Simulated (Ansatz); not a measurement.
This script drives Ansatz 0.2.0 through its Python package.

`run_edit.py`:
```python
# -*- coding: utf-8 -*-
import warnings

import ansatz as az
from tabulate import tabulate

config = {
    "functional": "lda",
}


def main():
    warnings.simplefilter("ignore", az.DeckWarning)

    crystal = (
        az.Lattice.of((-2.047, 2.047, 5.124), (2.047, -2.047, 5.124), (2.047, 2.047, -5.124))
        .atom("La", (0.0, 0.0, 0.0))
        .atom("Si", (0.373, 0.373, 0.0))
        .atom("Si", (0.627, 0.627, 0.0))
        .atom("Ir", (0.75, 0.25, 0.5))
        .atom("Ir", (0.25, 0.75, 0.5))
    )

    setup = crystal.calculation()
    setup = setup.functional(config["functional"]).kpoints(9)
    setup = setup.occupations(az.OccupationsMethod.FERMI_DIRAC).band_table()
    typed = setup.input()
    rows = []
    for value in [4, 6, 9]:
        edited = typed.set(az.key.basis.ecutrho_ratio, value)
        report = az.Session.from_dict(edited).plan().execute().report
        rows.append((value, report["free_energy_ev"], report["n_iterations"], len(report["eigenvalues_ev"][0]) if "eigenvalues_ev" in report else 0))
    print(tabulate(rows, headers=["density ratio", "F eV", "iterations", "bands listed"], floatfmt=".4f", tablefmt="pipe"))


if __name__ == "__main__":
    main()
```

It is started by `python run_edit.py`. How long does it take on 1 thread of Arm Neoverse V2 (shared host), and how much memory does it need?

It took about 24 s, with a peak of 0.57 GiB, for 3 runs of the engine.

```console
$ python run_edit.py
|   density ratio |        F eV |   iterations |   bands listed |
|----------------:|------------:|-------------:|---------------:|
|               4 | -30625.6184 |            6 |             32 |
|               6 | -30625.6184 |            6 |             32 |
|               9 | -30625.6184 |            6 |             32 |
```

Notes:
- Absolute energies stand on the zero of these potentials, so only differences at equal settings mean something. A total without «per atom» is that of the whole cell that was run.
- Spin is left out of this run.
- Spin-orbit coupling, which matters for elements this heavy, is left out.
- The starting cell is as deposited in a crystallographic database; the results hold for this polymorph, which needn't be the stable one.
